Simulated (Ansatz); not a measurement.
**GeH₅ (doublet): the correlation ladder at distance Ge1–H5 along a hydrogen transfer = 1.817 Å, cc-pVTZ**

The task here is to estimate one member of a computed series from the others.

Program: Ansatz 0.2.0, Gaussian basis. Level of theory: cc-pVTZ, core rule «outside noble gas», up to 14 orbitals frozen. These are calculated values, not measurements.

Plan: UHF; CCSD(T) on ROHF; CCSD(T) on UHF; BCCD(T) on ROHF; CISD; CCSDT(Q) on ROHF; CCSDT(Q) on UHF; CASSCF and NEVPT2, 3 electrons in 3 orbitals; CASSCF and NEVPT2, 9 electrons in 9 orbitals.

## The system

The geometry derives from fragments relaxed apart (PBE0/def2-TZVP) and kept rigid, so it is no stationary point. A hydrogen atom is moved between rigid fragments. No spin-orbit coupling is included. The filled d shell of Ge may be among the frozen orbitals whatever the setting's name suggests; the logs give the count.

6 atoms, charge 0, spin multiplicity 2.

Atoms are counted from 1 here; the program's logs count them from 0.

Bond lengths: Ge1–H2 1.534 Å, Ge1–H3 1.534 Å, Ge1–H4 1.534 Å, Ge1–H5 1.817 Å. Angles: H2–Ge1–H3 109.5°, H2–Ge1–H4 109.5°, H2–Ge1–H5 109.5°, H3–Ge1–H4 109.5°, H3–Ge1–H5 109.5°, H4–Ge1–H5 109.5°.

Set-up of the first run:

File in.yaml:

```yaml
crystal:
  periodic: [false, false, false]
  atoms:
    - {symbol: Ge, position_ang: [-0.041790, 0.000000, 0.000000]}
    - {symbol: H, position_ang: [-0.553240, 1.446599, 0.000000]}
    - {symbol: H, position_ang: [-0.553240, -0.723300, 1.252791]}
    - {symbol: H, position_ang: [-0.553240, -0.723299, -1.252792]}
    - {symbol: H, position_ang: [1.775210, 0.000000, 0.000000]}
    - {symbol: H, position_ang: [2.896210, 0.000000, 0.000000]}
basis:
  gaussian: {orbitals: cc-pVTZ}
magnetization: {spin_polarized: true, initial_magnetization: 1}
hamiltonian: {xc: hf}
output: {orbitals: {seedname: orbitals}}
```

Started as:

```bash
ansatz run in.yaml --threads 1 --pin off --events-out ev --progress --plain --max-ram 2816MiB --backend cpu
```

Among the steps run: UHF; CCSD(T) on ROHF; CCSD(T) on UHF; BCCD(T) on ROHF; CISD; CCSDT(Q) on ROHF; CCSDT(Q) on UHF; CASSCF and NEVPT2, 3 electrons in 3 orbitals; CASSCF and NEVPT2, 9 electrons in 9 orbitals.

One table of the session follows, with a row left open; its other results are not shown here.

```
        method  from UCCSDT(Q) (kcal/mol)
          ROHF                          ?
           UHF                    +117.70
          RMP2                     +24.77
          UMP2                     +25.08
          CISD                     +11.40
         RCCSD                      +3.63
         UCCSD                      +3.45
      RCCSD(T)                      +0.68
      UCCSD(T)                      +0.66
       BCCD(T)                      +0.67
        RCCSDT                      +0.14
        UCCSDT                      +0.08
     RCCSDT(Q)                      +0.05
     UCCSDT(Q)                          0
   CASSCF pair                    +106.96
   NEVPT2 pair                     +22.80
CASSCF valence                     +78.32
NEVPT2 valence                     +21.85
```

Q: Estimate the row for ROHF from the others.

**Answer.** from UCCSDT(Q) (kcal/mol): +123.70. In the column «from UCCSDT(Q) (kcal/mol)» it is the highest.

To keep in mind: Restricted and unrestricted rows rest on different reference determinants; where their highest levels disagree by more than a few hundredths of an eV, they describe different states and don't form one ladder.
